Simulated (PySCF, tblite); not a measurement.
# C4H10NSi radical: geometry, infrared bands and EPR parameters

What infrared bands and EPR parameters should C4H10NSi radical (`C/N=C\[Si](C)C`) show?

Programs: tblite 0.8.0 and PySCF 2.14.0, with density-fitted response routines of our own. Each step states its level of theory. These are calculated values for one molecule in the gas phase, unless marked as measured. Atoms count from 0, in the outputs and in this text.

### Step 1. The starting structure

16 atoms, charge 0, multiplicity 2; geometry from: force field or distance geometry start.

Bonds of the start (Å): C0–N1 1.45, N1–C2 1.28, C2–Si3 1.88, Si3–C4 1.85, Si3–C5 1.85, C0–H6 1.10, C0–H7 1.10, C0–H8 1.09, C2–H9 1.10, C4–H10 1.10, C4–H11 1.09, C4–H12 1.10, C5–H13 1.09, C5–H14 1.09, C5–H15 1.10.

### Step 2. Optimising the geometry with GFN2-xTB

What the job is given:

```
{"job": {"kind": "relax", "xc": "GFN2-xTB", "basis": "xTB"}, "charge": 0, "multiplicity": 2}
C      2.588800     0.348000    -0.536300
N      2.107000    -0.766600     0.253100
C      0.865200    -0.989500     0.438500
Si    -0.600100    -0.015600    -0.231700
C     -1.088800     1.381200     0.879200
C     -2.038100    -1.099300    -0.674900
H      2.241700     0.282600    -1.577600
H      2.281300     1.314500    -0.100200
H      3.679800     0.336100    -0.551700
H      0.564300    -1.853600     1.057300
H     -1.891000     1.974600     0.417600
H     -0.245400     2.048700     1.058500
H     -1.451600     1.024700     1.851100
H     -2.832000    -0.515500    -1.134900
H     -1.739900    -1.866400    -1.382300
H     -2.449000    -1.595100     0.222800
```

Command:

```
$ OMP_NUM_THREADS=1 python probes_run.py task.json out
```

This one command runs all jobs of the session in turn.

**Question.** This job is followed by: GFN2-xTB harmonic vibrations, gas phase; UKS B3LYP, pcH-1 on C H N Si, non-relativistic, mean-field spin-orbit, GIAO. What will the session give for the following? strongest single infrared mode (GFN2-xTB); zero-point energy (GFN2-xTB); g(iso) (B3LYP); ⟨S²⟩; largest a(iso) (averaged by class); potential on the surface of density 0.002 e/bohr³, 1st and 99th percentile.

As calculated:

```
                                                                  quantity                    value
                                 strongest single infrared mode (GFN2-xTB)    1564 cm⁻¹, 394 km/mol
                                              zero-point energy (GFN2-xTB)            81.6 kcal/mol
                                                            g(iso) (B3LYP)                  2.00351
                                                                      ⟨S²⟩       0.764 (exact 0.75)
                                        largest a(iso) (averaged by class)  29Si on Si3, -230.6 MHz
potential on the surface of density 0.002 e/bohr³, 1st and 99th percentile       -1.81 V and 0.88 V
```

**Reading.** The optimisation took 94 steps and gained 0.370 eV; among the close pairs (by a distance rule), Si3–C4 changed most, from 1.850 to 1.904 Å. No mode is imaginary among the 42: a minimum at this level. The strongest single mode, at 1564 cm⁻¹, moves mainly N1 and C2. Unscaled tight-binding wavenumbers are off by several per cent, some by more. Its intensities can rank the bands wrongly. Si3 carries the largest spin population, 0.87 e. The isotropic g lies 1.2 ppt above the free-electron value. The conformer search found further structures of the same energy, which may be mirror or relabelled copies of this one.
